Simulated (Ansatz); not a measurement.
Task: a rigid scan of one bond angle of C₂H₄OSi, SMILES C#C[SiH2]O, with Ansatz 0.2.0, Python API. Give the script and its output. Use (for the species named): PBE0, cc-pVDZ basis, multiplicity 1.

```yaml
atoms:
  - { symbol: C, position_ang: [-0.4413, 0.5079, -2.0119] }
  - { symbol: C, position_ang: [-0.1734, 0.4003, -0.8766] }
  - { symbol: Si, position_ang: [0.2935, 0.1629, 0.8979] }
  - { symbol: O, position_ang: [0.1256, -1.3900, 1.3986] }
  - { symbol: H, position_ang: [-0.7707, 0.6825, -3.0601] }
  - { symbol: H, position_ang: [-0.4510, 1.0832, 1.7867] }
  - { symbol: H, position_ang: [1.7927, 0.4606, 1.0944] }
  - { symbol: H, position_ang: [-0.2832, -1.9646, 0.7152] }
```

The script, `c2h4osi.py`:
```python
"""Energy of C2H4OSi against one bond angle."""

import ansatz as az
from ase import Atoms

atoms = Atoms(["C", "C", "Si", "O", "H", "H", "H", "H"], positions=[
    (-0.4413, 0.5079, -2.0119),
    (-0.1734, 0.4003, -0.8766),
    (0.2935, 0.1629, 0.8979),
    (0.1256, -1.39, 1.3986),
    (-0.7707, 0.6825, -3.0601),
    (-0.451, 1.0832, 1.7867),
    (1.7927, 0.4606, 1.0944),
    (-0.2832, -1.9646, 0.7152),
])

# start the scan from a relaxed geometry
first = (
    az.Crystal.molecule_from_ase(atoms).calculation()
    .basis(gaussian="cc-pVDZ")
    .functional("PBE0")
    .relax(force_tolerance=0.02, max_steps=80)  # relax until the tolerances are met
)
atoms.positions = first.run().report["positions_ang"]

rows = []
for angle in [85, 95, 105, 115, 125, 140, 160]:
    bent = atoms.copy()
    bent.set_angle(2, 3, 7, angle, indices=[7])
    base = (
        az.Crystal.molecule_from_ase(bent).calculation()
        .basis(gaussian="cc-pVDZ")  # atom-centred Gaussian functions
        .functional("PBE0")
    )
    rows.append((angle, base.run().report["free_energy_ev"]))
floor = min(e for _, e in rows)
for angle, e in rows:
    print(f"angle Si2-O3-H7 = {angle:3d} deg   {1000 * (e - floor):9.1f} meV")
```

```console
$ python c2h4osi.py
angle Si2-O3-H7 =  85 deg       439.8 meV
angle Si2-O3-H7 =  95 deg       173.8 meV
angle Si2-O3-H7 = 105 deg        37.4 meV
angle Si2-O3-H7 = 115 deg         0.0 meV
angle Si2-O3-H7 = 125 deg        35.5 meV
angle Si2-O3-H7 = 140 deg       172.2 meV
angle Si2-O3-H7 = 160 deg       388.9 meV
```

The scan is rigid, and the energies are electronic, in a modest basis. The zero is the lowest point of the grid, which needn't be the minimum. Hardware and time: 55 s on 1 thread of Arm Neoverse V1, with other jobs on the host, peak memory 0.22 GiB.

(A comment or docstring line of the script was reworded after the run, the code is as it ran.)
